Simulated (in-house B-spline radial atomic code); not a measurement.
**Pt¹⁰⁺: ionisation energy by several methods**

Aim: the ionisation energy of Pt¹⁰⁺ by several methods, each as the difference of two self-consistent energies (Pt¹⁰⁺ and the next ion, [Kr] 4d10 4f14 5s2 5p5).

Program: in-house B-spline radial atomic code version 1. Level of theory: scalar-relativistic (X2C), several functionals, spin-polarised; spherical all-electron atom at the radial basis limit. These are calculated values, not measurements, unless marked.

## Step 1: The atom as given

| Quantity | Value |
| --- | --- |
| element | platinum (Z = 78) |
| charge | +10 |
| electrons | 68 |
| configuration | [Xe] 4f14 |
| nucleus | Fermi, rms radius 5.427 fm |

Outer shells as boxes (Hund's rule):

[Xe] 4f14
```
[Xe] core
4f [↑↓][↑↓][↑↓][↑↓][↑↓][↑↓][↑↓]
```

Where spins are not typed, each open shell is filled with up spins first.

## Step 2: revTPSS, a meta-GGA

Input settings:

```ini
Z = 78
electrons = 68.0
configuration = [Xe] 4f14
hamiltonian = x2c
method = revtpss,revtpss
spin_polarised = True
nucleus = fermi
rms_radius = 5.427
mass_number = 195
atomic_mass = 194.964794325
speed_of_light = 137.035999084
```

## Step 3: LDA (VWN5)

Changes to the settings of step 2:

```diff
@@ -4,3 +4,3 @@
 hamiltonian = x2c
-method = revtpss,revtpss
+method = lda,vwn
 spin_polarised = True
```

## Step 4: LDA (PW92)

Changes to the settings of step 3:

```diff
@@ -4,3 +4,3 @@
 hamiltonian = x2c
-method = lda,vwn
+method = lda,pw
 spin_polarised = True
```

## Step 5: PW91, a GGA

Changes to the settings of step 4:

```diff
@@ -4,3 +4,3 @@
 hamiltonian = x2c
-method = lda,pw
+method = pw91,pw91
 spin_polarised = True
```

## Step 6: exchange-only LDA

Changes to the settings of step 5:

```diff
@@ -4,3 +4,3 @@
 hamiltonian = x2c
-method = pw91,pw91
+method = lda,
 spin_polarised = True
```

## Step 7: AM05, a GGA

Changes to the settings of step 6:

```diff
@@ -4,3 +4,3 @@
 hamiltonian = x2c
-method = lda,
+method = am05
 spin_polarised = True
```

The tabulated ionisation energy is 220.4 ± 0.9 eV (semi-empirical; NIST Atomic Spectra Database). What does each method give, and which comes nearest?

As calculated:

| method | rung | total energy (hartree) | ΔSCF (eV) | −ε highest (eV) | ΔSCF less tabulated (eV) |
| --- | --- | --- | --- | --- | --- |
| LDA (VWN5) | LDA | -18378.4088 | 225.22 | 214.61 (5p up) | +4.82 |
| LDA (PW92) | LDA | -18378.3784 | 225.21 | 214.60 (5p up) | +4.81 |
| exchange-only LDA | LDA | -18370.8380 | 223.13 | 212.58 (5p up) | +2.73 |
| PW91 | GGA | -18391.6336 | 224.86 | 214.32 (5p up) | +4.46 |
| AM05 | GGA | -18379.1345 | 224.89 | 214.35 (5p up) | +4.49 |
| revTPSS | meta-GGA | -18387.5035 | 224.99 | 214.56 (5p up) | +4.59 |

**Reading.** The tabulated ionisation energy is 220.4 ± 0.9 eV (semi-empirical; NIST Atomic Spectra Database). exchange-only LDA comes nearest (+2.73 eV) and LDA (VWN5) is farthest (+4.82 eV, 2.2 %). Mean absolute error by rung (exchange-only levels left out): LDA 4.81 eV, GGA 4.47 eV, meta-GGA 4.59 eV. All methods miss on the same side by much the same amount, which points to something that they share. Relativistic terms that these runs lack can be as large as the gaps between close methods, so the nearest may be so by luck. Spin-orbit coupling is left out. Open shells are averaged (over orientations, and over spins where the run is restricted), while tables refer to the lowest levels. For the semilocal functionals minus the highest level recovers only 95 % of their own ΔSCF value, a mark of self-interaction.

Members of this set that are not shown: 12 used exact exchange with fractional occupations of an open shell, which is unsound here.
